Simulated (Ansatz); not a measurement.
**CH4ClGa (SMILES [CH3][GaH][Cl]) at CCSD(T)/def2-SVP**

What is the vertical ionisation energy of CH4ClGa at CCSD(T)/def2-SVP? 

Program for the calculation: Ansatz 0.2.0.

62 further runs of the same task are left out: 62 set aside as unsound or not needed. Runs told in other sessions of the task aren't counted.

## 1. The molecule

CH4ClGa: 7 atoms, total charge 0, spin state singlet. SMILES: `[CH3][GaH][Cl]`. Geometry: relaxed at PBE0-D4/def2-TZVP.

Bond lengths: C1–Ga2 1.952 Å, Ga2–Cl3 2.160 Å, C1–H4 1.093 Å, C1–H5 1.089 Å, C1–H6 1.093 Å, Ga2–H7 1.560 Å. Angles: C1–Ga2–Cl3 116.2°, C1–Ga2–H7 130.1°, Cl3–Ga2–H7 113.7°, Ga2–C1–H4 110.2°, Ga2–C1–H5 110.9°, Ga2–C1–H6 109.9°, H4–C1–H5 109.3°, H4–C1–H6 107.4°, H5–C1–H6 109.1°.

## 2. The energy at CCSD(T)/def2-SVP

File molecule.yaml:

```yaml
crystal:
  periodic: [false, false, false]
  atoms:
    - {symbol: C, position_ang: [-0.730500, 0.588300, -0.200700]}
    - {symbol: Ga, position_ang: [0.846300, -0.538100, 0.035700]}
    - {symbol: Cl, position_ang: [0.865000, -1.794800, 1.792800]}
    - {symbol: H, position_ang: [-0.435900, 1.637200, -0.283800]}
    - {symbol: H, position_ang: [-1.418300, 0.473600, 0.636300]}
    - {symbol: H, position_ang: [-1.245900, 0.318700, -1.126000]}
    - {symbol: H, position_ang: [2.119300, -0.684800, -0.854300]}
basis:
  gaussian:
    orbitals: def2-SVP
correlation:
  method: ccsd_t
  frozen_orbitals: {C: 1, Cl: 5, Ga: 9, H: 0}
accuracy: high
scf:
  omitted_lower_state_checks: [cluster_reference, increment]
```

Launch:

```sh
$ ansatz run molecule.yaml --threads 1 --pin off --max-ram 3480MiB --events-out events.jsonl --progress --plain --runs-dir runs
```

Log (excerpt; [...] marks lines left out):

```text
Warning: RAYON_NUM_THREADS=1 ignored (pool sized by the plan → 1); use --threads N
Functional definition: HF
  name "HF"
[...]
1770 factors; integrals over basis functions are off by at most 8.8e-9 eV
[...]
mean field -65921.83135568 eV, -2422.5826188989 hartree, gradient 5.1e-8 eV, S^2 0.000000; 0 other end points of the search recorded, 0 dependent functions left out
15 core orbitals not correlated: weight in the atoms' cores, before any rotation towards them, 1.000 or more for the frozen orbitals, at most 0.000 for the correlated occupied ones
reference -65921.83135568 eV, -2422.5826188989 hartree; 14, 14 occupied and 55, 55 virtual orbitals, 1770 factors
second order -13.38354947 eV of doubles, -0.00000000 eV of singles
cycle   1  -13.57761814 eV  change   -1.9e-1 eV  update   8.8e-2
[...]
cycle  20  -14.05304063 eV  change   3.1e-10 eV  update  8.1e-10
perturbative correction -0.39167807 eV, -0.0143939034 hartree
Total energy: -65936.27607437 eV, -2423.1134525200 hartree
Checks for a lower state left out: cluster_reference, increment
```

It took 8.1 s on 1 thread of Intel Xeon 6975P-C (Granite Rapids), shared host; peak memory 0.42 GiB.

## 3. The doublet cation

File job.yaml:

```yaml
crystal:
  periodic: [false, false, false]
  atoms:
    - {symbol: C, position_ang: [-0.730500, 0.588300, -0.200700]}
    - {symbol: Ga, position_ang: [0.846300, -0.538100, 0.035700]}
    - {symbol: Cl, position_ang: [0.865000, -1.794800, 1.792800]}
    - {symbol: H, position_ang: [-0.435900, 1.637200, -0.283800]}
    - {symbol: H, position_ang: [-1.418300, 0.473600, 0.636300]}
    - {symbol: H, position_ang: [-1.245900, 0.318700, -1.126000]}
    - {symbol: H, position_ang: [2.119300, -0.684800, -0.854300]}
basis:
  gaussian:
    orbitals: def2-SVP
total_charge: 1
magnetization:
  spin_polarized: true
  initial_magnetization: 1
correlation:
  method: ccsd_t
  frozen_orbitals: {C: 1, Cl: 5, Ga: 9, H: 0}
accuracy: high
scf:
  omitted_lower_state_checks: [cluster_reference, increment]
```

Launch:

```sh
$ ansatz run job.yaml --threads 1 --pin off --max-ram 3480MiB --events-out events.jsonl --progress --plain --runs-dir runs
```

Log (excerpt; [...] marks lines left out):

```text
Warning: RAYON_NUM_THREADS=1 ignored (pool sized by the plan → 1); use --threads N
Functional definition: HF
  name "HF"
[...]
1769 factors; integrals over basis functions are off by at most 8.8e-9 eV
[...]
mean field -65911.76256943 eV, -2422.2125978294 hartree, gradient 2.2e-8 eV, S^2 0.762689; 15 other end points of the search recorded, 0 dependent functions left out
15 core orbitals not correlated: weight in the atoms' cores, before any rotation towards them, 1.000 or more for the frozen orbitals, at most 0.000 for the correlated occupied ones
reference -65911.76256943 eV, -2422.2125978294 hartree; 14, 13 occupied and 55, 56 virtual orbitals, 1769 factors
second order -12.75708906 eV of doubles, -0.00000000 eV of singles
cycle   1  -13.03242046 eV  change   -2.8e-1 eV  update   1.1e-1
[...]
cycle  35  -13.75048975 eV  change  -6.8e-10 eV  update   1.5e-9
perturbative correction -0.45512260 eV, -0.0167254471 hartree
Total energy: -65925.96818178 eV, -2422.7346444542 hartree
Checks for a lower state left out: cluster_reference, increment
```

Run time: 40 s. Hardware: 1 thread of Intel Xeon 6975P-C (Granite Rapids), shared host; peak memory 0.73 GiB.

## 4. Results

Level: CCSD(T)/def2-SVP, 15 core orbitals frozen.

```
                                                     quantity           value
                                singlet CH4ClGa: total energy  -2423.11345 Eh
singlet CH4ClGa: correlation energy (15 core orbitals frozen)      -530.8 mEh
                              singlet CH4ClGa: (T) correction      -14.39 mEh
                               singlet CH4ClGa: T1 diagnostic           0.011
                                 doublet cation: total energy  -2422.73464 Eh
 doublet cation: correlation energy (15 core orbitals frozen)      -522.0 mEh
                               doublet cation: (T) correction      -16.73 mEh
            doublet cation: ⟨S²⟩ of the reference determinant           0.763
                                doublet cation: T1 diagnostic           0.059
           vertical ionisation energy (to the doublet cation)       10.308 eV
```

What this shows: The vertical ionisation energy comes to 10.31 eV (995 kJ/mol). The triples (singlet CH4ClGa) make up 2.7 % of the correlation energy. The T1 diagnostic (doublet cation) of 0.059 is above the customary mark for such species, so a single reference may not serve. The triples (doublet cation) make up 3.2 % of the correlation energy.
